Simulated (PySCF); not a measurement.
# BTl: the cost of one run

Computed with PySCF 2.14.0. Level: each script names its method and basis.

1 further run of the same task is left out (it didn't finish).

**1. The system as given**

TlB (triplet): 2 atoms, charge 0, spin multiplicity 3.

Bond lengths: Tl1–B2 2.245 Å.

**2. The run that the others are compared with**

input.py reads:

```python
from pyscf import gto, dft

mol = gto.M(
    atom='Tl 0 0 0; B 0 0 2.245',
    basis='def2-tzvp',
    ecp={'Tl': 'def2-tzvp'},
    charge=0,
    spin=2,
    verbose=3,
)
mf = dft.UKS(mol, xc='hcth407')
mf.kernel()
mf.mulliken_pop()
mf.dip_moment()
print('orbital energies (hartree):', [e[max(0, n-3):n+3].round(4) for e, n in zip(mf.mo_energy, mol.nelec)])
```

The run is started by

```console
$ OMP_NUM_THREADS=1 python input.py
```

What time and memory should one allow on 1 thread of Arm Neoverse V2, shared host?

About 5.3 s, with a peak of 0.27 GiB.
